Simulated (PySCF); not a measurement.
# BrCl₂⁺: one geometry, many levels of theory

How much do the numbers for BrCl₂⁺ (singlet) hang on the method? All levels run at one geometry, the PBE0 minimum.

Program: PySCF 2.14.0. Level of theory: several methods, basis Br def2-TZVP, Cl def2-TZVP, no relativity, density fitting. These are calculated values, not measurements.

### 1 Where the work starts

3 atoms, charge 1, spin multiplicity 1.

Bond lengths: Br1–Cl2 2.101 Å, Br1–Cl3 2.101 Å. Angles: Cl2–Br1–Cl3 105.9°.

```xyz
3
charge 1 multiplicity 1
Br    0.0000    0.0000   -0.5946
Cl    1.6763    0.0000    0.6714
Cl   -1.6763    0.0000    0.6714
```

### 2 CCSD(T)

The steps are one call of a driver around PySCF; scf.py gives each level's set-up. Each SCF starts from the density of the minimum.

scf.py

```python
from pyscf import gto, scf, dft
mol = gto.M(atom='''
Br     0.000000     0.000000    -0.594638
Cl     1.676299    -0.000000     0.671408
Cl    -1.676299     0.000000     0.671408''',
    basis={'Br': 'def2-TZVP', 'Cl': 'def2-TZVP'},
    charge=1, spin=0)
mf = scf.RHF(mol)
aux = {'Br': 'def2-universal-JKFIT', 'Cl': 'def2-universal-JKFIT'}
mf = mf.density_fit(auxbasis=aux)
mf.conv_tol = 1e-08
mf.diis_space = 10
mf.max_cycle = 60
mf.verbose = 4
mf.kernel()
from pyscf import cc
mycc = cc.CCSD(mf, frozen=19).run()
mycc.ccsd_t()
```

Started as:

```bash
$ OMP_NUM_THREADS=4 python axn.py task.json out
```

### 3 HF

Edit scf.py of step 2 so:

```diff
@@ -16,3 +15,0 @@
-from pyscf import cc
-mycc = cc.CCSD(mf, frozen=19).run()
-mycc.ccsd_t()
```

### 4 PBE0

Edit scf.py of step 3 so:

```diff
@@ -8 +8,2 @@
-mf = scf.RHF(mol)
+mf = dft.RKS(mol, xc='PBE0')
+mf.grids.atom_grid = (75, 302)
```

### 5 PBE

Edit scf.py of step 4 so:

```diff
@@ -8 +8 @@
-mf = dft.RKS(mol, xc='PBE0')
+mf = dft.RKS(mol, xc='PBE')
```

### 6 B3LYP

Edit scf.py of step 5 so:

```diff
@@ -8 +8 @@
-mf = dft.RKS(mol, xc='PBE')
+mf = dft.RKS(mol, xc='B3LYP')
```

(Steps that only read results are left out.)

What does the calculation give? Wanted: orbital gap, range; T1, D1.

**Answer**, as computed:

| quantity | value |
| --- | --- |
| orbital gap, range | 2.15 (PBE) to 11.71 (HF) eV |
| T1, D1 | 0.013, 0.043 |
